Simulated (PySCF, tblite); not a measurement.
# C22H14: electronic excitations, NMR shifts

Wanted: electronic excitations, NMR shifts for C22H14 (`c1ccc2c(c1)ccc1ccc3ccc4ccccc4c3c12`).

Computed with tblite 0.8.0 and PySCF 2.14.0 and routines of our own; the level stands in each step. Atoms count from 0.

## Step 1: The system as given

36 atoms, charge 0, multiplicity 1; geometry from: force field, distance geometry or constructed start.

## Step 2: Geometry optimisation with GFN2-xTB

What the job is given:

```
{"job": {"kind": "relax", "xc": "GFN2-xTB", "basis": "xTB"}, "charge": 0, "multiplicity": 1}
C      3.703200     2.063400    -0.513900
C      2.400600     2.349300    -0.920800
C      1.416000     1.366800    -0.791400
C      1.649700     0.092000    -0.241100
C      3.009100    -0.200300     0.062600
C      3.998900     0.791500    -0.045100
C      3.384100    -1.491300     0.401300
C      2.454900    -2.516400     0.362800
C      1.107500    -2.259400     0.091000
C      0.247400    -3.346900    -0.063000
C     -1.086400    -3.154200    -0.384700
C     -1.637500    -1.875700    -0.375700
C     -3.002700    -1.748900    -0.650100
C     -3.640900    -0.526600    -0.546200
C     -2.964300     0.578700    -0.033200
C     -3.676700     1.760000     0.224300
C     -3.068400     2.841800     0.850800
C     -1.753400     2.726800     1.262300
C     -1.035500     1.561800     0.996400
C     -1.576400     0.468000     0.275800
C     -0.840200    -0.738200    -0.059600
C      0.622500    -0.928500    -0.054100
H      4.480400     2.821800    -0.594200
H      2.153500     3.314400    -1.334400
H      0.425100     1.621200    -1.178300
H      5.029200     0.565800     0.217700
H      4.421500    -1.733200     0.625000
H      2.795300    -3.536900     0.532700
H      0.627400    -4.364700    -0.002700
H     -1.702600    -4.025900    -0.573300
H     -3.582000    -2.615700    -0.956000
H     -4.705500    -0.466600    -0.777200
H     -4.727700     1.837900    -0.051700
H     -3.632800     3.743200     1.056000
H     -1.275800     3.545300     1.801900
H     -0.023900     1.501400     1.391000
```

The run is started by

```
OMP_NUM_THREADS=1 python large_run.py task.json out
```

This one command runs all jobs of the session in turn.

Log:

```text
step      E/eV     max force
  0   -1475.93947    2.283
  1   -1476.10716    1.184
  2   -1476.15241    0.279
  3   -1476.16472    0.193
  4   -1476.19021    0.224
  5   -1476.20482    0.299
  6   -1476.21797    0.265
  7   -1476.22817    0.169
  8   -1476.23499    0.159
  9   -1476.23933    0.123
 10   -1476.24287    0.107
 11   -1476.24641    0.132
 12   -1476.24974    0.136
 13   -1476.25265    0.106
 14   -1476.25549    0.107
 15   -1476.25880    0.127
 16   -1476.26266    0.119
 17   -1476.26636    0.103
 18   -1476.26932    0.102
 19   -1476.27173    0.087
 20   -1476.27414    0.099
 21   -1476.27683    0.117
 22   -1476.27981    0.107
 23   -1476.28288    0.092
 24   -1476.28580    0.093
 25   -1476.28840    0.086
 26   -1476.29070    0.073
 27   -1476.29298    0.082
 28   -1476.29553    0.088
 29   -1476.29818    0.093
 30   -1476.30050    0.093
 31   -1476.30250    0.083
 32   -1476.30468    0.100
 33   -1476.30734    0.105
 34   -1476.30990    0.087
 35   -1476.31159    0.073
 36   -1476.31259    0.060
 37   -1476.31340    0.059
 38   -1476.31421    0.048
 39   -1476.31480    0.037
 40   -1476.31514    0.033
 41   -1476.31540    0.042
 42   -1476.31571    0.046
 43   -1476.31598    0.031
 44   -1476.31615    0.023
 45   -1476.31627    0.023
 46   -1476.31640    0.024
 47   -1476.31657    0.029
 48   -1476.31675    0.023
 49   -1476.31691    0.024
 50   -1476.31707    0.020
 51   -1476.31724    0.022
 52   -1476.31740    0.020
```

Wall time 1 s (1 thread of Arm Neoverse V2, shared host); peak memory 0.19 GiB.

Along the way:

```
step  energy from step 0 (eV)  largest force (eV/Å)
   0                   0.0000                2.2823
   1                  -0.1677                1.1845
   2                  -0.2129                0.2787
   3                  -0.2252                0.1934
   4                  -0.2507                0.2236
   5                  -0.2653                0.2988
   6                  -0.2785                0.2643
   7                  -0.2887                0.1691
   8                  -0.2955                0.1586
  11                  -0.3069                0.1315
  15                  -0.3193                0.1268
  18                  -0.3299                0.1018
  22                  -0.3403                0.1077
  26                  -0.3512                0.0733
  29                  -0.3587                0.0936
  33                  -0.3679                0.1046
  37                  -0.3739                0.0588
  40                  -0.3757                0.0330
  44                  -0.3767                0.0231
  48                  -0.3773                0.0230
  49                  -0.3774                0.0242
  50                  -0.3776                0.0208
  51                  -0.3778                0.0221
  52                  -0.3779                0.0203
```

Close pairs (by a distance rule), those that changed most:

```
   bond  before (Å)  after (Å)  change (Å)
C20–C21       1.475      1.431      -0.044
  C4–C6       1.386      1.420      +0.034
  C6–C7       1.384      1.354      -0.030
C12–C13       1.383      1.354      -0.029
C13–C14       1.394      1.420      +0.027
 C9–C10       1.386      1.359      -0.026
  C1–C2       1.397      1.371      -0.026
C17–C18       1.394      1.371      -0.023
```

The next job starts from the end point, and lists it.

## Step 3: Vibrational analysis with GFN2-xTB

What the job is given:

```
{"job": {"kind": "ir", "xc": "GFN2-xTB", "basis": "xTB"}, "charge": 0, "multiplicity": 1}
C      3.484176     2.109876    -0.550965
C      2.174297     2.298456    -1.002397
C      1.237011     1.309974    -0.847414
C      1.558612     0.088086    -0.226281
C      2.915802    -0.144028     0.104763
C      3.850575     0.897455    -0.029942
C      3.328409    -1.444061     0.501053
C      2.463322    -2.483531     0.432647
C      1.092134    -2.277434     0.122429
C      0.226146    -3.382522    -0.044912
C     -1.069869    -3.191359    -0.407429
C     -1.627593    -1.891956    -0.408803
C     -3.001140    -1.703138    -0.720543
C     -3.576206    -0.480284    -0.631907
C     -2.856561     0.609272    -0.072680
C     -3.501829     1.824152     0.217372
C     -2.851385     2.823955     0.890095
C     -1.544520     2.614390     1.340325
C     -0.882606     1.452923     1.036969
C     -1.490542     0.446006     0.263389
C     -0.821626    -0.781649    -0.082767
C      0.596633    -0.966975    -0.037682
H      4.207159     2.907170    -0.645042
H      1.903673     3.227187    -1.483811
H      0.238842     1.461886    -1.228135
H      4.873836     0.711651     0.264560
H      4.360020    -1.593243     0.784280
H      2.795528    -3.493191     0.627496
H      0.630108    -4.378582     0.065647
H     -1.709812    -4.029294    -0.644583
H     -3.573462    -2.561511    -1.042962
H     -4.607086    -0.325556    -0.915463
H     -4.533821     1.943074    -0.080749
H     -3.351948     3.757108     1.103237
H     -1.057318     3.371491     1.937123
H      0.114692     1.295955     1.417759
```

Log:

```text
mode    cm-1     km/mol
  1      58.9      0.04
  2      70.6      0.09
  3      84.3      0.01
  4     110.2      0.25
  5     157.9      0.01
  6     162.6      0.73
  7     211.0      0.61
  8     234.6      0.02
  9     261.9      0.17
 10     292.8      0.39
 11     329.3      0.07
 12     374.2      0.21
 13     388.6      0.67
 14     404.8      0.16
 15     419.4      0.01
 16     438.0      0.19
 17     447.4      0.20
 18     470.1      0.27
 19     483.9      3.51
 20     505.7      1.60
 21     523.2      0.48
 22     525.5      2.09
 23     534.9      0.02
 24     572.6      0.10
 25     588.4      4.80
 26     612.2      2.19
 27     660.7      0.96
 28     671.3      0.07
 29     680.9      0.08
 30     704.2      1.47
 31     726.3      1.10
 32     745.8      0.20
 33     753.5      2.10
 34     763.0     14.55
 35     773.0      2.47
 36     807.5     10.02
 37     813.6      0.86
 38     831.8      0.67
 39     845.9      0.06
 40     851.0     44.71
 41     879.2      0.01
 42     882.1      1.85
 43     900.2      0.99
 44     905.6      0.27
 45     911.6      0.55
 46     912.2      0.53
 47     920.2      0.01
 48     921.6      0.71
 49     931.8      0.06
 50     935.4      0.84
 51     950.9      0.14
 52    1058.3      0.12
 53    1087.4      0.01
 54    1093.6      0.00
 55    1095.1      0.26
 56    1140.4      0.55
 57    1165.5      0.14
 58    1168.3      0.29
 59    1173.1      0.38
 60    1182.1      0.27
 61    1183.5      1.29
 62    1212.3      0.23
 63    1222.9      0.08
 64    1225.3      0.20
 65    1236.2      0.30
 66    1240.7      1.76
 67    1248.8      0.88
 68    1258.0      0.15
 69    1309.6      0.68
 70    1351.6      0.01
 71    1354.0      0.39
 72    1369.6      0.22
 73    1384.6      0.18
 74    1388.6      0.04
 75    1397.7      0.79
 76    1411.6      0.40
 77    1417.3      0.17
 78    1432.6      0.35
 79    1476.3      0.00
 80    1488.0      0.23
 81    1503.9      0.49
 82    1518.0      0.03
 83    1545.7      0.10
 84    1564.5      0.04
 85    1598.1      0.14
 86    1603.5      0.00
 87    1607.2      0.10
 88    1613.8      0.01
 89    3066.7      1.60
 90    3068.1      6.58
 91    3069.3     13.86
 92    3070.7      3.99
 93    3071.7      2.17
 94    3074.7     23.61
 95    3077.7     11.98
 96    3081.4     20.71
 97    3083.3    110.27
 98    3084.6    135.94
 99    3086.5    140.94
100    3088.5     42.23
101    3098.7     29.50
102    3101.9     15.73
```

Wall time 4 s (1 thread of Arm Neoverse V2, shared host); peak memory 0.19 GiB.

Which atoms move in the most intense modes:

```
cm⁻¹  km/mol                                   atoms
 851    44.7                      H28 15 %, H29 15 %
3075    23.6                      H23 55 %, H25 25 %
3081    20.7            H28 34 %, H29 26 %, H31 19 %
3083   110.3            H31 38 %, H30 19 %, H26 11 %
3085   135.9            H22 25 %, H26 21 %, H27 14 %
3086   140.9  H22 25 %, H26 21 %, H25 11 %, H27 10 %
3088    42.2            H33 42 %, H34 15 %, H32 12 %
3099    29.5                      H24 53 %, H35 26 %
```

## Step 4: Electronic excitations: TDA BHandHLYP/6-31G*

The job, as its differences from that of step 3:

```diff
@@ -1,2 +1,2 @@
-{"job": {"kind": "ir", "xc": "GFN2-xTB", "basis": "xTB"}, "charge": 0, "multiplicity": 1}
+{"job": {"kind": "uv", "basis": "6-31G*", "grid": 1, "kgrid": 0, "vcut": 1.5, "nstates": 8, "ntriplets": 3, "tda": true, "delta": ["ip_vertical"], "pop": true, "xc": "BHandHLYP"}, "charge": 0, "multiplicity": 1}
 C      3.484176     2.109876    -0.550965
```

Level: TDA BHandHLYP/6-31G*, vertical, gas phase, core orbitals frozen in the response, virtual orbitals cut by energy.

Log:

```text
start: PBE on a coarse grid of 30606 points
cycle   1  E = -845.7598088422  dE =  3.800e+00  |g| = 8.026e-01  |ddm| = 7.266e+00
cycle   2  E = -845.6794368109  dE =  8.037e-02  |g| = 9.761e-01  |ddm| = 2.404e+00
cycle   3  E = -845.9402231833  dE = -2.608e-01  |g| = 2.096e-01  |ddm| = 1.508e+00
cycle   4  E = -845.9495096470  dE = -9.286e-03  |g| = 1.081e-01  |ddm| = 3.773e-01
cycle   5  E = -845.9528674580  dE = -3.358e-03  |g| = 3.519e-02  |ddm| = 1.781e-01
cycle   6  E = -845.9531818894  dE = -3.144e-04  |g| = 1.298e-02  |ddm| = 5.514e-02
cycle   7  E = -845.9532194112  dE = -3.752e-05  |g| = 6.690e-03  |ddm| = 2.228e-02
final grid: 134344 points
cycle   8  E = -846.2781370618  dE = -3.284e-02  |g| = 6.072e-02  |ddm| = 1.461e+00
cycle   9  E = -846.2791877883  dE = -1.051e-03  |g| = 3.183e-02  |ddm| = 1.818e-01
cycle  10  E = -846.2794629586  dE = -2.752e-04  |g| = 1.130e-02  |ddm| = 5.777e-02
cycle  11  E = -846.2794905338  dE = -2.758e-05  |g| = 5.976e-03  |ddm| = 2.232e-02
cycle  12  E = -846.2795034979  dE = -1.296e-05  |g| = 1.122e-03  |ddm| = 7.569e-03
cycle  13  E = -846.2795067988  dE = -3.301e-06  |g| = 5.324e-04  |ddm| = 2.107e-03
cycle  14  E = -846.2795026245  dE =  4.174e-06  |g| = 2.335e-04  |ddm| = 1.063e-03
cycle  15  E = -846.2795037811  dE = -1.157e-06  |g| = 8.707e-05  |ddm| = 4.909e-04
converged SCF energy = -846.2795037811
Vertical ionisation energy (delta-SCF) = 6.9860 eV   <S^2> = 0.804

Static polarisability (au): isotropic 226.450, principal 91.361 284.090 303.899

Singlet excitations
state   eV       nm        f      main configurations
  1   3.9170    316.5   0.00088   H->L 0.52, H-1->L+1 0.42
  2   4.1577    298.2   0.00481   H-1->L 0.54, H->L+1 0.41
  3   4.5804    270.7   0.59037   H->L+1 0.47, H-1->L 0.39
  4   4.7198    262.7   0.01764   H-2->L 0.43, H-1->L+2 0.31, H-3->L+1 0.11
  5   4.9023    252.9   0.04803   H-1->L+1 0.32, H->L 0.26, H-2->L+1 0.16
  6   5.1884    239.0   0.07844   H-2->L+1 0.67, H->L+2 0.16
  7   5.2389    236.7   0.20950   H->L+2 0.45, H-3->L 0.19, H-1->L+1 0.18
  8   5.5085    225.1   0.71068   H-2->L 0.39, H-1->L+2 0.38

Triplet excitations (Tamm-Dancoff, eV): 2.7311 3.2571 3.4288
```

Wall time 94 s (1 thread of Arm Neoverse V2, shared host); peak memory 0.65 GiB.

Frontier orbitals and where they lie:

```
orbital     eV                        atoms
 HOMO−4  -8.63  C5 12 %, C15 12 %, C18 12 %
 HOMO−3  -7.78  C0 10 %, C16 10 %, C19 10 %
 HOMO−2  -7.08   C1 10 %, C17 10 %, C5 10 %
 HOMO−1  -6.46   C9 10 %, C10 10 %, C16 8 %
   HOMO  -6.33    C6 12 %, C13 12 %, C8 7 %
   LUMO  -0.20   C10 11 %, C9 11 %, C21 9 %
 LUMO+1  -0.18   C13 13 %, C6 13 %, C11 7 %
 LUMO+2   0.66  C17 11 %, C1 11 %, C12 10 %
 LUMO+3   1.35   C0 11 %, C16 11 %, C3 11 %
```

With each of the 8 states as a Gaussian band of 0.4 eV half-width at 1/e, the curve within the window shown has maxima at 267 nm (ε 27,000), 228 nm (ε 37,000) L/(mol cm). Beyond the last state computed it falls off for lack of states. The curve at chosen wavelengths:

(nm, ε (L/mol/cm)): (213, 17813), (219, 29280), (226, 36893), (232, 35941), (239, 29960), (245, 25454), (251, 23936), (258, 25283), (264, 26801), (271, 26438), (277, 23669), (283, 19291), (290, 13618), (296, 9300), (303, 5491), (309, 3299), (315, 1901), (322, 962), (328, 527), (335, 259), (341, 142), (347, 79), (354, 41), (360, 23), (367, 13), (373, 7)

Ground-state properties from the same run:

```
           property  computed
  dipole moment (D)      0.01
polarisability (Å³)     33.56
 HOMO–LUMO gap (eV)      6.13
      −ε(HOMO) (eV)      6.33
```

(Part 1 of 2 ends here.)
